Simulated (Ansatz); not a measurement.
# GaP: the cost of one run

Program: the Python package of Ansatz 0.2.0. The levels of theory stand in the script. These are calculated values, not measurements.

### 1 The structure

The structure is cubic, space group F-43m (No. 216). The conventional cell has a = 5.451 Å, b = 5.451 Å, c = 5.451 Å, α = 90.00°, β = 90.00°, γ = 90.00°. Around Ga (site symmetry -43m) lie 4 P at 2.36 Å. P (site symmetry -43m) has 4 Ga at 2.36 Å as nearest neighbours.

No structure file is read: the coordinates are typed or built in the script.

### 2 The script

Contents of xc_gap.py:

```python
"""Functional comparison for GaP (totals differ with the potentials too)."""

import ansatz as az


def main() -> None:
    gap = (
        az.Lattice.fcc(5.4505)
        .space_group(216)
        .atom("Ga", (0.0, 0.0, 0.0))
        .atom("P", (0.25, 0.25, 0.75))
        .primitive()
    )

    job = (
        gap.calculation()
        .pseudopotentials("paw")
        .kpoints(spacing=0.32)
        .occupations("Fixed")
        .scf(max_iterations=60, lower_state_search="light", algorithm="density_mixing")
        .band_table()
    )

    rows = []
    for value in ["revpbe", "lda", "blyp", "pbe", "rpbe"]:
        report = job.functional(value).run().report
        rows.append((value, report["free_energy_ev"] / len(report["lattice"]["sites"]), report["n_iterations"], report["gap_by_band_count_ev"], report["n_kpoints"]))

    print("  functional   F/atom (eV)    iterations  gap by band count (eV)      k-points")
    for row in rows:
        print(f"{str(row[0]):>12s}  {row[1]:12.5f}  {row[2]:12d}  {row[3]:22.3f}  {row[4]:12d}")


if __name__ == "__main__":
    main()
```

### 3 Running it

Run with:

```bash
$ python xc_gap.py
```

What time and memory should one allow on 1 thread of Arm Neoverse V2, shared host?

About 6.1 s, with a peak of 0.33 GiB.
